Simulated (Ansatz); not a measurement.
# CH₂FGaO: small, medium and large basis sets

An exercise on one series of results from a longer session: the logs are not shown, and one member is left open.

The runs use Ansatz 0.2.0, Gaussian basis; one geometry, several basis sets.

The runs, in order: PBE0-D4/def2-SVP; ωB97M-V/def2-SVP; PBE0-D4/def2-QZVPP; ωB97M-V/def2-QZVPP; the functionals' def2-TZVPP values are taken from earlier runs.

### The geometry

The geometry comes from an earlier relaxation with PBE0-D4 in a triple-zeta def2 set; it is a stationary point.

SMILES `O=[CH][GaH][F]`, 6 atoms, charge 0, spin multiplicity 1.

Atoms are counted from 1 here; the program's logs count them from 0.

Bond lengths: O1–C2 1.202 Å, C2–Ga3 2.030 Å, C2–H5 1.115 Å, Ga3–F4 1.762 Å, Ga3–H6 1.556 Å. Angles: O1–C2–Ga3 120.5°, O1–C2–H5 119.9°, Ga3–C2–H5 119.6°, C2–Ga3–F4 112.4°, C2–Ga3–H6 131.1°, F4–Ga3–H6 116.5°.

The first run:

in.yaml

```yaml
crystal:
  periodic: [false, false, false]
  atoms:
    - {symbol: O, position_ang: [1.823955, 0.413302, -0.824141]}
    - {symbol: C, position_ang: [0.714709, -0.048213, -0.856694]}
    - {symbol: Ga, position_ang: [-0.500553, 0.078856, 0.764180]}
    - {symbol: F, position_ang: [-2.072300, -0.667166, 0.484947]}
    - {symbol: H, position_ang: [0.348363, -0.550217, -1.782358]}
    - {symbol: H, position_ang: [-0.272173, 0.709439, 2.167866]}
basis:
  gaussian: {orbitals: def2-SVP}
hamiltonian: {xc: pbe0, dispersion: d4}
output: {orbitals: {seedname: orbitals}}
```

On the command line:

```bash
$ ansatz run in.yaml --threads 2 --pin off --events-out ev --progress --plain --max-ram 4352MiB
```

Among the steps run: PBE0-D4 in def2-SVP; ωB97M-V in def2-SVP; PBE0-D4 in def2-QZVPP; ωB97M-V in def2-QZVPP.

One of the session's tables, all rows but one given; the rest of the session is left out.

It belongs to the step «Density functionals: the series». 

```
functional       basis  HOMO (eV)  LUMO (eV)
   PBE0-D4    def2-SVP      -7.01      -2.53
   PBE0-D4  def2-TZVPP      -7.15      -2.66
   PBE0-D4  def2-QZVPP      -7.18      -2.71
   ωB97M-V    def2-SVP      -9.21      -0.48
   ωB97M-V  def2-TZVPP      -9.37      -0.65
   ωB97M-V  def2-QZVPP          ?          ?
```

Q: Estimate the row for ωB97M-V, def2-QZVPP from the others.

**Answer.** HOMO (eV): -9.42; LUMO (eV): -0.75. In the column «HOMO (eV)» it is the lowest.
